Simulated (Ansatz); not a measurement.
## Eu, space group Fm-3m: a convergence test of the k-point mesh, step by step

Program: Ansatz's Python interface.

Run as a notebook:

```python
import ansatz as az
from tabulate import tabulate
```

```python
lattice = az.Lattice.of(
    (0.0, 2.789303, 2.789303),
    (2.789303, 0.0, 2.789303),
    (2.789303, 2.789303, 0.0),
)
sites = [
    ('Eu', (0.0, 0.0, 0.0)),
]
eu = az.Crystal(lattice=lattice)
for symbol, position in sites:
    eu = eu.atom(symbol, position)
eu = eu.moments(Eu=9.1)
```

```python
len(eu.resolved().sites)
```

    1

```python
setup = (
    eu.calculation()
    .functional('r2SCAN')
    .basis(19 * az.Ha)
    .occupations('fermi_dirac', width=0.1)
    .spin('collinear')
    .stress()
)
```

```python
rows = []
for value in [1.0, 0.6, 0.4, 0.3]:
    r = setup.kpoints(spacing=value).run(threads=1).report
    rows.append((value, r['free_energy_ev'] / len(r['lattice']['sites']), r['n_iterations'], sum(r['stress_gpa'][i][i] for i in range(3)) / 3, r['magnetization_mub'], r['n_kpoints']))
```

    DeckWarning: where an SCF of this run starts from atoms to list the orders of its open shells, Eu (site 0, from 0) starts with 6.32 μB on its 4f shell and 0.68 μB on its 5d shell, in the place of the 9.10 μB that the deck gives it: its open shells can hold no more by Hund's first rule. To start from spheres of the given moment, type scf.initial_density.shell_occupations: []

```python
print(tabulate(rows, headers=['spacing (1/A)', 'F/atom (eV)', 'iterations', 'P (GPa)', 'moment (muB)', 'k-points'], floatfmt='.4f', tablefmt='simple'))
```

      spacing (1/A)    F/atom (eV)    iterations    P (GPa)    moment (muB)    k-points
    ---------------  -------------  ------------  ---------  --------------  ----------
             1.0000     -8780.6987            11    -8.7362          7.4158           3
             0.6000     -8780.1921            22    -0.2643          8.2146           8
             0.4000     -8780.2167            19     0.0107          7.9117          10
             0.3000     -8780.2173            18    -0.2904          7.8740          20

```python
# the last row is the reference
for row in rows[:-1]:
    shift = 1000 * (row[1] - rows[-1][1])
    print(f'{row[0]}: {shift:+.2f} meV/atom' + ('  (within 2 meV)' if abs(shift) < 2 else ''))
```

    1.0: -481.35 meV/atom
    0.6: +25.25 meV/atom
    0.4: +0.57 meV/atom  (within 2 meV)

From a spacing of 0.4 (5×5×5) on it stays within 2 meV an atom of the value at a spacing of 0.3 (7×7×7); the first row (a spacing of 1.0 (2×2×2)) is off by 481.4 meV and the last but one by 0.57 meV. That rests on few rows after larger swings, so the series isn't shown to be converged. This holds for F at a smearing of 0.1 eV; a narrower one needs a denser mesh. It goes up and down, since the sum over k-points isn't variational. The pressure moves from -8.74 to -0.29 GPa.

What to keep in mind:
- Open f shells: without a Hubbard U, without spin-orbit coupling; the state reached hangs on the start and needn't be the lowest.
- The overall sign of a collinear moment is arbitrary, and semilocal functionals can give small moments to compounds that are paramagnetic.
- Pressure is positive in compression.
- r2SCAN tends to overestimate the moments of itinerant magnets.
- This isn't the structure that Eu takes at ambient conditions.
- Warnings are shown shortened and without file and line.
- Shifts are counted from the finest mesh, which is itself no proven limit.
- Finished in 33 s on 1 thread of Intel(R) Xeon(R) Processor @ 2.30GHz, with other jobs on the host, peak memory 0.62 GiB.
